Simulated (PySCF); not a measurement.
# C2H8GeSSi: the cost of one run

Computed with PySCF 2.14.0, with density-fitted response routines of our own, on a single molecule in the gas phase. Atoms count from 0, in the outputs and in this text.

## 1. Starting geometry

13 atoms, charge 0, multiplicity 1; geometry from: GFN2-xTB. The atoms were then displaced at random by about 0.01 Å, so the start is not that level's minimum.

Bonds of the start (Å): C0–C1 1.31, C1–Ge2 1.96, C1–S3 1.79, S3–Si4 2.12, C0–H5 1.12, C0–H6 1.08, Ge2–H7 1.48, Ge2–H8 1.52, Ge2–H9 1.48, Si4–H10 1.47, Si4–H11 1.44, Si4–H12 1.43.

## 2. Geometry optimisation at PBE0-D3(BJ)/def2-SVP

The job: settings as JSON, then the geometry in Å.

```
{"job": {"xc": "PBE0", "basis": "def2-SVP", "d3": "d3bj", "grid": 1, "shake": 0.01, "kind": "geom"}, "charge": 0, "multiplicity": 1}
C     -0.341290     1.023840    -0.826220
C     -0.562830     0.019900    -0.015320
Ge    -2.335320    -0.560620     0.593440
S      0.742990    -0.991310     0.665950
Si     2.583310    -0.198260    -0.020700
H     -1.214350     1.613230    -1.195970
H      0.620900     1.370300    -1.168000
H     -2.548970    -1.966120     0.193930
H     -2.390300    -0.477600     2.108680
H     -3.373930     0.316870     0.017680
H      2.680260     1.184860     0.459120
H      2.643380    -0.283320    -1.457830
H      3.501970    -1.068660     0.634910
```

Run with:

```console
OMP_NUM_THREADS=1 python probes_run.py task.json out
```

The driver reads the jobs from task.json and runs them one after another.

**Question.** How long does this first job take on 1 thread of Arm Neoverse V1, shared host, and how much memory does it need?

About 51 s, with a peak of 0.55 GiB.
